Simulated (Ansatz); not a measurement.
What does this script print? It uses the Python package of Ansatz (0.2.0).

The script, `energy_f2h5nsi2.py`:
```python
# -*- coding: utf-8 -*-
"""Single point of F2H5NSi2 in a Gaussian basis."""

from dataclasses import dataclass
import json
import logging
import sys

import ansatz as az
from ase import Atoms

logging.basicConfig(stream=sys.stdout, format="[%(levelname)s] %(message)s")
logger = logging.getLogger("run")
logger.setLevel(logging.INFO)


@dataclass(frozen=True)
class Settings:
    basis: str = "6-31G*"
    functional: str = "pbe0"
    dispersion: str = "d3bj"


cfg = Settings()

atoms = Atoms(["N", "Si", "Si", "F", "F", "H", "H", "H", "H", "H"], positions=[
    [-1.7616, 0.5642, 0.4833],
    [-0.6741, -0.6497, -0.2545],
    [1.4429, 0.0453, -0.0943],
    [1.612, 1.5165, -0.9004],
    [2.4646, -1.1002, -0.7921],
    [-1.4435, 0.6948, 1.4695],
    [-1.5873, 1.4668, -0.0124],
    [-1.0244, -0.8245, -1.6717],
    [-0.8215, -1.9321, 0.4495],
    [1.793, 0.2189, 1.3232],
])
molecule = az.Crystal.molecule_from_ase(atoms)

calculation = molecule.calculation().basis(gaussian=cfg.basis).functional(cfg.functional, dispersion=cfg.dispersion)
rep = calculation.session().plan(threads=1).execute().report

logger.info(f"E = {rep['free_energy_ev']:.6f} eV = {rep['free_energy_ev'] / 27.211386246:.7f} Ha")
print("converged:", rep["converged"], " doubts:", rep["published_state_doubts"] or "none")

field = rep["mean_field"]
print("<S^2> =", round(abs(field["state"]["spin_squared"]), 4), " relativity:", field["relativity"])
print("passes:", field["passes"])
if "symmetry" in field:
    print("occupied orbitals by irrep:", field["symmetry"]["occupied"])
with open("f2h5nsi2.json", "w") as handle:
    json.dump({k: rep[k] for k in ("free_energy_ev", "reference_energy_ev", "n_occupied", "n_virtual")}, handle, indent=1)
```

Output of `python energy_f2h5nsi2.py`:
```text
[INFO] E = -22749.167509 eV = -836.0164860 Ha
converged: True  doubts: none
<S^2> = 0.0  relativity: none
passes: {'evaluations': 16, 'products': 12}
occupied orbitals by irrep: [{'A': 29}, {'A': 29}]
```

File `f2h5nsi2.json` afterwards:
```json
{
 "free_energy_ev": -22749.16750875267,
 "reference_energy_ev": -22748.978334018862,
 "n_occupied": [
  29,
  29
 ],
 "n_virtual": [
  64,
  64
 ]
}
```

Reading the output:
- Total energies depend on the basis set; only differences at equal settings carry meaning.
- The geometry is a force-field or estimated start, not a minimum of this method, and the basis set is short of its limit.
- Finished in 2.9 s on 1 thread of Intel(R) Xeon(R) Platinum 8488C (Sapphire Rapids), on a shared host, peak memory 0.26 GiB.

(A comment or docstring line of the script was reworded after the run, the code is as it ran; lines on the test bed's own set-up are left out of the output.)
